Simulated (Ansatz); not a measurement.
# MgCd2TeSe2: the cost of one run

Program: Ansatz 0.2.0. Level of theory: DFT PBE, scalar-relativistic, plane waves, PAW. These are calculated values, not measurements.

## Step 1: The structure to begin with

It takes space group P-3m1 (No. 164, trigonal). Conventional cell: a = 4.587 Å, b = 4.587 Å, c = 7.621 Å, α = 90.00°, β = 90.00°, γ = 120.00°. Around Mg (site symmetry -3m) lie 6 Cd at 2.91 Å and 6 Se at 3.19 Å and 2 Te at 3.81 Å. Cd (site symmetry 3m) is surrounded by 4 Se at 2.71 to 2.99 Å and 3 Mg at 2.91 Å and 3 Cd at 3.59 Å and 3 Te at 3.71 Å. Te (site symmetry -3m) is surrounded by 6 Se at 3.34 Å and 6 Cd at 3.71 Å and 2 Mg at 3.81 Å. Se (site symmetry 3m) is surrounded by 4 Cd at 2.71 to 2.99 Å and 3 Mg at 3.19 Å.

As a file:

```
CELL_PARAMETERS angstrom
4.58693 0.00000 0.00000
-2.29346 3.97240 0.00000
0.00000 0.00000 7.62060
ATOMIC_POSITIONS crystal
Mg 0.00000 0.00000 0.50000
Cd 0.66667 0.33333 0.65929
Cd 0.33333 0.66667 0.34071
Te 0.00000 0.00000 0.00000
Se 0.66667 0.33333 0.26735
Se 0.33333 0.66667 0.73265
```

A structure generator made this guess: species swapped into a database cell of LiSmCu2P2 (P-3m1, No. 164), with Mg on the Li sites, Te on the Sm sites, Cd on the Cu sites and Se on the P sites. Lengths come from tabulated atomic sizes and are only a guess.

## Step 2: Probe: one point on a coarse mesh

input.yaml reads:

```yaml
crystal:
  lattice:
    - [4.58692967, 0.0, 0.0]
    - [-2.29346484, 3.97239762, 0.0]
    - [0.0, 0.0, 7.62059628]
  atoms:
    - { symbol: Mg, position: [0.0, 0.0, 0.5] }
    - { symbol: Cd, position: [0.66666667, 0.33333333, 0.65929103] }
    - { symbol: Cd, position: [0.33333333, 0.66666667, 0.34070897] }
    - { symbol: Te, position: [0.0, 0.0, 0.0] }
    - { symbol: Se, position: [0.66666667, 0.33333333, 0.267351] }
    - { symbol: Se, position: [0.33333333, 0.66666667, 0.732649] }
basis:
  ecutwfc: 420
kpoints:
  mp_grid: { grid: [6, 6, 2] }
hamiltonian:
  xc: pbe
scf:
  occupations: { method: gaussian, width: 0.1 }
  lower_state_search: "off"
output:
  forces: true
  stress: true
  eigenvalues: true
```

The run is started by

```console
$ ansatz run input.yaml --threads 1 --pin off --max-ram 2560MiB --backend cpu --events-out ev --progress --plain --runs-dir out
```

Q: Estimate wall time and peak memory on 1 thread of Arm Neoverse V2, shared host.

About 6.9 s, with a peak of 0.45 GiB.
